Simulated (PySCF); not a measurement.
# WO2F2: other spin states, a change of charge and excitations

Aim: at the relaxed geometry of WO2F2, try other spin states, a change of charge and excitations. The species was built from a template and needn't be a known compound.

Program: PySCF 2.14.0. Level of theory: r2SCAN, W def2-SVP with ECP60, O def2-SVP, F def2-SVP; scalar-relativistic core potentials, no spin–orbit coupling. These are calculated values, not measurements.

4 further runs of the same task are left out: 2 for a known fault of the program, 1 that didn't finish, 1 set aside as unsound or not needed.

**1. The starting structure**

5 atoms, charge 0, spin multiplicity 1.

Bond lengths: W1–O2 1.704 Å, W1–O3 1.704 Å, W1–F4 1.862 Å, W1–F5 1.862 Å. Angles: O2–W1–O3 105.8°, O2–W1–F4 108.8°, O2–W1–F5 108.8°, O3–W1–F4 108.8°, O3–W1–F5 108.8°, F4–W1–F5 115.3°.

Geometry (Å):

```xyz
5

W     0.0000    0.0000   -0.0249
O     0.9611    0.9611    1.0033
O    -0.9611   -0.9611    1.0033
F     1.1118   -1.1118   -1.0215
F    -1.1118    1.1118   -1.0215
```

Formal oxidation states: W +6. An earlier session relaxed this geometry at r2SCAN, W def2-SVP with ECP60, O def2-SVP, F def2-SVP (singlet, point group C2v).

Its energy there is -417.057265 Eh.

**2. Multiplicity 3 at the relaxed geometry**

run.py (the lines that set the calculation)

```python
mol = gto.M(atom='''
W      0.00000     0.00000    -0.02494
O      0.96115     0.96115     1.00331
O     -0.96115    -0.96115     1.00331
F      1.11177    -1.11177    -1.02153
F     -1.11177     1.11177    -1.02153''',
    basis={'W': 'def2-SVP', 'O': 'def2-SVP', 'F': 'def2-SVP'},
    ecp={'W': 'def2-SVP'},
    charge=0, spin=2)
mf = dft.UKS(mol, xc='R2SCAN')
mf.grids.atom_grid = (50, 194)
mf = mf.density_fit()  # fitting sets: W def2-universal-JKFIT, O def2-universal-JKFIT, F def2-universal-JKFIT
mf.conv_tol = 1e-08; mf.max_cycle = 55
mf.kernel(dm0)  # dm0: free metal ions and neutral atoms
```

Run with:

```sh
> OMP_NUM_THREADS=2 python run.py
```

The program printed:

```text
init E= -427.34474354233
cycle= 1 E= -415.792635598806  delta_E= 11.6  |g|= 1.65  |ddm|= 2.58
cycle= 2 E= -414.334455502835  delta_E= 1.46  |g|= 2.48  |ddm|= 3.06
cycle= 3 E= -416.809494548241  delta_E= -2.48  |g|= 0.442  |ddm|= 2.38
cycle= 4 E= -416.747406578775  delta_E= 0.0621  |g|= 0.573  |ddm|= 0.57
cycle= 5 E= -416.880480742618  delta_E= -0.133  |g|= 0.0869  |ddm|= 0.465
cycle= 6 E= -416.884059004856  delta_E= -0.00358  |g|= 0.025  |ddm|= 0.113
cycle= 7 E= -416.884448650092  delta_E= -0.00039  |g|= 0.0043  |ddm|= 0.0414
cycle= 8 E= -416.884472525428  delta_E= -2.39e-05  |g|= 0.00154  |ddm|= 0.015
cycle= 9 E= -416.884474186426  delta_E= -1.66e-06  |g|= 0.000505  |ddm|= 0.00231
cycle= 10 E= -416.884474403406  delta_E= -2.17e-07  |g|= 0.000145  |ddm|= 0.00101
cycle= 11 E= -416.884474420492  delta_E= -1.71e-08  |g|= 2.15e-05  |ddm|= 0.000269
cycle= 12 E= -416.884474420993  delta_E= -5.01e-10  |g|= 4.24e-06  |ddm|= 5.46e-05
Extra cycle  E= -416.884474420994  delta_E= -1.02e-12  |g|= 5.13e-06  |ddm|= 8.86e-06
converged SCF energy = -416.884474420994  <S^2> = 2.0129539  2S+1 = 3.0086235
```

It took 4.2 s on 2 threads of Arm Neoverse V2, shared host.

It gives: E = -416.884474 Eh (+4.702 eV from the relaxed state), HOMO -3.59 eV, LUMO -7.84 eV (over both spins), ⟨S²⟩ = 2.013, Mulliken charge on W1 +1.18 e. An empty level of one spin lies below a filled level of the other.

**3. One electron removed, multiplicity 2**

run.py (the lines that set the calculation), as its differences from that of step 2:

```diff
@@ -8,3 +8,3 @@
     ecp={'W': 'def2-SVP'},
-    charge=0, spin=2)
+    charge=1, spin=1)
 mf = dft.UKS(mol, xc='R2SCAN')
@@ -13,2 +13,2 @@
 mf.conv_tol = 1e-08; mf.max_cycle = 55
-mf.kernel(dm0)  # dm0: free metal ions and neutral atoms
+mf.kernel(dm0)  # dm0: the density of the relaxed state
```

Run with:

```sh
> OMP_NUM_THREADS=2 python run.py
```

The program printed:

```text
init E= -417.061734925334
  HOMO = -0.317460307315  LUMO = -0.307266047494  gap/eV = 0.27740
cycle= 1 E= -416.543479119565  delta_E= 0.518  |g|= 0.393  |ddm|= 0.678
  HOMO = -0.611512019041  LUMO = -0.610286033242  gap/eV = 0.03336
cycle= 2 E= -415.293304890442  delta_E= 1.25  |g|= 1.66  |ddm|=  1.4
  HOMO = -0.651840845338  LUMO = -0.59395982126  gap/eV = 1.57502
cycle= 3 E= -416.585586630905  delta_E= -1.29  |g|= 0.294  |ddm|= 1.29
  HOMO = -0.628445198177  LUMO = -0.571466288172  gap/eV = 1.55048
cycle= 4 E= -416.606755300523  delta_E= -0.0212  |g|= 0.155  |ddm|= 0.204
  HOMO = -0.624543852027  LUMO = -0.565084528871  gap/eV = 1.61797
cycle= 5 E= -416.615607232843  delta_E= -0.00885  |g|= 0.0567  |ddm|= 0.131
  HOMO = -0.626338893297  LUMO = -0.562776048323  gap/eV = 1.72963
cycle= 6 E= -416.617303368381  delta_E= -0.0017  |g|= 0.00765  |ddm|= 0.058
  HOMO = -0.62650077672  LUMO = -0.561613355278  gap/eV = 1.76568
cycle= 7 E= -416.617305415789  delta_E= -2.05e-06  |g|= 0.0108  |ddm|= 0.0142
  HOMO = -0.626492128059  LUMO = -0.561427812845  gap/eV = 1.77049
cycle= 8 E= -416.6173312678  delta_E= -2.59e-05  |g|= 0.00784  |ddm|= 0.0122
  HOMO = -0.626423017016  LUMO = -0.561159534417  gap/eV = 1.77591
cycle= 9 E= -416.617359726663  delta_E= -2.85e-05  |g|= 0.000742  |ddm|= 0.00619
  HOMO = -0.626317720073  LUMO = -0.561086400271  gap/eV = 1.77503
cycle= 10 E= -416.617360257859  delta_E= -5.31e-07  |g|= 0.00022  |ddm|= 0.00152
  HOMO = -0.62628815507  LUMO = -0.561077521933  gap/eV = 1.77447
cycle= 11 E= -416.617360301236  delta_E= -4.34e-08  |g|= 5.54e-05  |ddm|= 0.000413
  HOMO = -0.62628202549  LUMO = -0.56107650564  gap/eV = 1.77433
cycle= 12 E= -416.617360303768  delta_E= -2.53e-09  |g|= 1.07e-05  |ddm|= 0.0001
  HOMO = -0.626281941187  LUMO = -0.561077959697  gap/eV = 1.77429
Extra cycle  E= -416.617360303688  delta_E= 8.01e-11  |g|= 2.39e-05  |ddm|= 3.21e-05
converged SCF energy = -416.617360303688  <S^2> = 0.78773484  2S+1 = 2.0373854
```

Wall time 3.6 s (2 threads of Arm Neoverse V2, shared host).

Result: E = -416.617360 Eh (+11.970 eV from the relaxed state), HOMO -17.04 eV, LUMO -15.27 eV (over both spins), ⟨S²⟩ = 0.788, Mulliken charge on W1 +1.57 e. 

**4. One electron added, multiplicity 2**

run.py (the lines that set the calculation), as its differences from that of step 3:

```diff
@@ -8,3 +8,3 @@
     ecp={'W': 'def2-SVP'},
-    charge=1, spin=1)
+    charge=-1, spin=1)
 mf = dft.UKS(mol, xc='R2SCAN')
```

Run with:

```sh
> OMP_NUM_THREADS=2 python run.py
```

The program printed:

```text
init E= -417.06137738419
  HOMO = -0.128234873099  LUMO = -0.118890089366  gap/eV = 0.25428
cycle= 1 E= -417.00371111578  delta_E= 0.0577  |g|= 0.303  |ddm|= 1.17
  HOMO = 0.186800468131  LUMO = 0.19401025226  gap/eV = 0.19619
cycle= 2 E= -416.785210756733  delta_E= 0.219  |g|= 0.688  |ddm|= 3.36
  HOMO = 0.12181547472  LUMO = 0.160559406232  gap/eV = 1.05428
cycle= 3 E= -417.038419778609  delta_E= -0.253  |g|= 0.222  |ddm|=  3.2
  HOMO = 0.113396600623  LUMO = 0.150642041213  gap/eV = 1.01350
cycle= 4 E= -417.055644894697  delta_E= -0.0172  |g|= 0.0615  |ddm|= 0.174
  HOMO = 0.116060202714  LUMO = 0.160882280224  gap/eV = 1.21967
cycle= 5 E= -417.05697302702  delta_E= -0.00133  |g|= 0.0482  |ddm|= 0.177
  HOMO = 0.117527603112  LUMO = 0.164582529403  gap/eV = 1.28043
cycle= 6 E= -417.057863938177  delta_E= -0.000891  |g|= 0.00849  |ddm|= 0.0653
  HOMO = 0.117107487215  LUMO = 0.164101630934  gap/eV = 1.27878
cycle= 7 E= -417.057890568248  delta_E= -2.66e-05  |g|= 0.00339  |ddm|= 0.00628
  HOMO = 0.11626466493  LUMO = 0.163058505776  gap/eV = 1.27333
cycle= 8 E= -417.057898530581  delta_E= -7.96e-06  |g|= 0.00144  |ddm|= 0.0132
  HOMO = 0.115973948491  LUMO = 0.162697277919  gap/eV = 1.27141
cycle= 9 E= -417.05789963336  delta_E= -1.1e-06  |g|= 0.000469  |ddm|= 0.00505
  HOMO = 0.115893663484  LUMO = 0.162576497468  gap/eV = 1.27030
cycle= 10 E= -417.05789966861  delta_E= -3.53e-08  |g|= 0.00045  |ddm|= 0.000805
  HOMO = 0.115865257954  LUMO = 0.162533118942  gap/eV = 1.26990
cycle= 11 E= -417.057899755072  delta_E= -8.65e-08  |g|= 3.83e-05  |ddm|= 0.000401
  HOMO = 0.115860691857  LUMO = 0.162525588978  gap/eV = 1.26982
cycle= 12 E= -417.057899755851  delta_E= -7.8e-10  |g|= 9.98e-06  |ddm|= 7.18e-05
  HOMO = 0.115861733505  LUMO = 0.162527928448  gap/eV = 1.26985
Extra cycle  E= -417.057899755629  delta_E= 2.22e-10  |g|= 2.64e-05  |ddm|= 4.5e-05
converged SCF energy = -417.057899755629  <S^2> = 0.75287776  2S+1 = 2.0028757
```

It took 3.6 s on 2 threads of Arm Neoverse V2, shared host.

Read off: E = -417.057900 Eh (-0.017 eV from the relaxed state), HOMO 3.15 eV, LUMO 4.01 eV (over both spins), ⟨S²⟩ = 0.753, Mulliken charge on W1 +0.81 e. The highest filled level lies above zero; it isn't the detachment energy.

**5. Singlet excitations, Tamm-Dancoff PBE0**

run.py (the lines that set the calculation), as its differences from that of step 4:

```diff
@@ -8,4 +8,4 @@
     ecp={'W': 'def2-SVP'},
-    charge=-1, spin=1)
-mf = dft.UKS(mol, xc='R2SCAN')
+    charge=0, spin=0)
+mf = dft.RKS(mol, xc='PBE0')
 mf.grids.atom_grid = (50, 194)
```

Run with:

```sh
> OMP_NUM_THREADS=2 python run.py
```

The program printed:

```text
init E= -416.794332673695
  HOMO = -0.355398855289884  LUMO = -0.0906659560677096  gap/eV = 7.20375
cycle= 1 E= -416.795331357337  delta_E= -0.000999  |g|= 0.062  |ddm|= 0.128
  HOMO = -0.357816017874384  LUMO = -0.108281119881388  gap/eV = 6.79019
cycle= 2 E= -416.790658856576  delta_E= 0.00467  |g|= 0.167  |ddm|= 0.175
  HOMO = -0.362861126653922  LUMO = -0.100448854833584  gap/eV = 7.14060
cycle= 3 E= -416.79600852621  delta_E= -0.00535  |g|= 0.0249  |ddm|= 0.123
  HOMO = -0.359443893847885  LUMO = -0.0986464718315819  gap/eV = 7.09666
cycle= 4 E= -416.79611906169  delta_E= -0.000111  |g|= 0.00784  |ddm|= 0.0207
  HOMO = -0.359388672456625  LUMO = -0.0981869332293185  gap/eV = 7.10766
cycle= 5 E= -416.796129239012  delta_E= -1.02e-05  |g|= 0.00104  |ddm|= 0.00526
  HOMO = -0.359428190692583  LUMO = -0.0982794240140062  gap/eV = 7.10622
cycle= 6 E= -416.796129458789  delta_E= -2.2e-07  |g|= 0.000136  |ddm|= 0.000929
  HOMO = -0.359431341552472  LUMO = -0.0982846103286089  gap/eV = 7.10616
cycle= 7 E= -416.796129462277  delta_E= -3.49e-09  |g|= 2.41e-05  |ddm|= 0.000128
  HOMO = -0.35943580432717  LUMO = -0.0982848522730223  gap/eV = 7.10628
Extra cycle  E= -416.796129462106  delta_E= 1.72e-10  |g|= 4.03e-05  |ddm|= 4.7e-05
converged SCF energy = -416.796129462106
```

It took 18 s on 2 threads of Arm Neoverse V2, shared host.

It gives: E = -416.796129 Eh, HOMO -9.78 eV, LUMO -2.67 eV, Mulliken charge on W1 +1.34 e. 

Singlet excitations:

```
state  energy (eV)  oscillator strength
    1         5.33               0.0008
    2         5.42               0.0068
    3         6.14               0.0062
    4         6.50               0.0000
    5         6.64               0.0013
    6         6.66               0.0000
    7         6.75               0.0000
    8         6.79               0.0024
```

**6. Results**

| state | energy from the relaxed state (eV) | ⟨S²⟩ | time |
| --- | --- | --- | --- |
| charge 0, singlet, vacuum (relaxed) | 0 | 0.00 |  |
| charge -1, doublet, vacuum | -0.02 | 0.75 | 3.6 s |
| charge 0, triplet, vacuum | 4.70 | 2.01 | 4.2 s |
| charge +1, doublet, vacuum | 11.97 | 0.79 | 3.6 s |

An electron taken off or put on is at rest in vacuum. 

In the excitation run (PBE0), the lowest singlet lies at 5.33 eV (gaps between orbitals at other levels can't be set against it), and the brightest of the eight at 5.42 eV (f = 0.007); spin–orbit coupling would mix in triplets. Removing an electron vertically costs 11.97 eV (doublet), against −HOMO = 8.50 eV. Adding an electron vertically releases 0.02 eV (doublet). The triplet lies 4.70 eV above at this geometry. The bases are small and lack diffuse functions. Spin–orbit coupling is left out.
